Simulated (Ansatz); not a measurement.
# Al3InSb4: the cost of one run

Program: Ansatz 0.2.0. Level of theory: DFT PBE, scalar-relativistic, plane waves, PAW. These are calculated values, not measurements.

## Step 1: The structure to begin with

The structure is trigonal, space group P3m1 (No. 156). The conventional cell has a = 4.457 Å, b = 4.457 Å, c = 14.704 Å, α = 90.00°, β = 90.00°, γ = 120.00°. Al (site symmetry 3m) is surrounded by 4 Sb at 2.71 to 2.72 Å. Al (site symmetry 3m) has 4 Sb at 2.69 to 2.72 Å in its first shell of neighbours. Around In (site symmetry 3m) lie 4 Sb at 2.80 to 2.86 Å. Sb (site symmetry 3m) has 4 Al at 2.71 to 2.72 Å in its first shell of neighbours. Around Sb (site symmetry 3m) lie 1 Al at 2.69 Å and 3 In at 2.80 Å. Around Sb (site symmetry 3m) lie 3 Al at 2.72 Å and 1 In at 2.86 Å.

Structure file:

```
CELL_PARAMETERS angstrom
4.45711 0.00000 0.00000
-2.22856 3.85997 0.00000
0.00000 0.00000 14.70358
ATOMIC_POSITIONS crystal
Al 0.66667 0.33333 0.25579
Al 0.66667 0.33333 0.74399
Al 0.33333 0.66667 0.50018
In 0.33333 0.66667 0.00192
Sb 0.66667 0.33333 0.44015
Sb 0.66667 0.33333 0.92716
Sb 0.33333 0.66667 0.19662
Sb 0.33333 0.66667 0.68439
```

The start is the relaxed end of an invented cell (made as: elements ordered on the sites of the AlSb type, Al/In on Al (P3m1, No. 156)), taken up again for a closer look.

## Step 2: A first look at the guess

input.yaml

```yaml
crystal:
  lattice:
    - [4.4571141, 0.0, 0.0]
    - [-2.228557, 3.859974, 0.0]
    - [0.0, 0.0, 14.7035832]
  atoms:
    - { symbol: Al, position: [0.6666667, 0.3333333, 0.255787] }
    - { symbol: Al, position: [0.6666667, 0.3333333, 0.743991] }
    - { symbol: Al, position: [0.3333333, 0.6666667, 0.500176] }
    - { symbol: In, position: [0.3333333, 0.6666667, 0.001923] }
    - { symbol: Sb, position: [0.6666667, 0.3333333, 0.440147] }
    - { symbol: Sb, position: [0.6666667, 0.3333333, 0.92716] }
    - { symbol: Sb, position: [0.3333333, 0.6666667, 0.196623] }
    - { symbol: Sb, position: [0.3333333, 0.6666667, 0.684393] }
basis:
  ecutwfc: 420
kpoints:
  mp_grid: { grid: [6, 6, 2] }
hamiltonian:
  xc: pbe
scf:
  occupations: { method: gaussian, width: 0.1 }
  lower_state_search: "off"
output:
  forces: true
  stress: true
  eigenvalues: true
```

Run with:

```
$ ansatz run input.yaml --threads 4 --pin off --max-ram 8192MiB --backend cpu --events-out ev --progress --plain --runs-dir out
```

Q: Estimate wall time and peak memory on 4 threads of Intel Xeon Platinum 8259CL at 2.50GHz (Skylake/Cascade Lake), shared host.

About 3.9 s, with a peak of 0.7 GiB.
